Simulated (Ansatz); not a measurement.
# Si: the cost of one run

Program: Ansatz 0.2.0. Level of theory: DFT r2SCAN, scalar-relativistic, plane waves, PAW. These are calculated values, not measurements.

2 further runs of the same task are left out: 2 set aside as unsound or not needed. Runs told in other sessions of the task aren't counted.

**1. The system as given**

The structure is hexagonal, space group P6/mmm (No. 191). Conventional cell: a = 2.629 Å, b = 2.629 Å, c = 2.494 Å, α = 90.00°, β = 90.00°, γ = 120.00°. Around Si (site symmetry 6/mmm) lie 8 Si at 2.49 to 2.63 Å.

Coordinates:

```
Si
1.0
     0.00000    0.00000    2.49380
     2.62900    0.00000    0.00000
     0.00000    4.55356    0.00000
Si
2
Direct
  0.00000 0.00000 0.00000
  0.00000 0.50000 0.50000
```

It goes back to an entry of the Materials Project, which need not be the stable form.

It is built from the cell relaxed beforehand with the same method (14.93 Å³/atom).

**2. The reference: the undisturbed cell on the scan's mesh**

Contents of input.yaml:

```yaml
crystal:
  lattice:
    - [0.0, 0.0, 2.4937990725]
    - [2.6290009028, 0.0, 0.0]
    - [-1.0e-10, 4.5535631368, 0.0]
  atoms:
    - { symbol: Si, position: [0.0, 0.0, 0.0] }
    - { symbol: Si, position: [0.0, 0.5, 0.5] }
basis:
  ecutwfc: 500
kpoints:
  mp_grid: { grid: [24, 22, 14] }
hamiltonian:
  xc: r2scan
scf:
  occupations: { method: gaussian, width: 0.15 }
output:
  forces: true
  stress: true
  eigenvalues: true
  write_density: true
  write_potential: true
  elf: true
  volumetric_format: npy
```

Command:

```console
> ansatz run input.yaml --threads 2 --pin off --max-ram 5120MiB --backend cpu --events-out ev --progress --plain --runs-dir out
```

**Question.** How long does this run take on 2 threads of Intel Xeon Platinum 8488C (Sapphire Rapids), shared host, and how much memory does it need?

About 18 s, with a peak of 0.78 GiB.
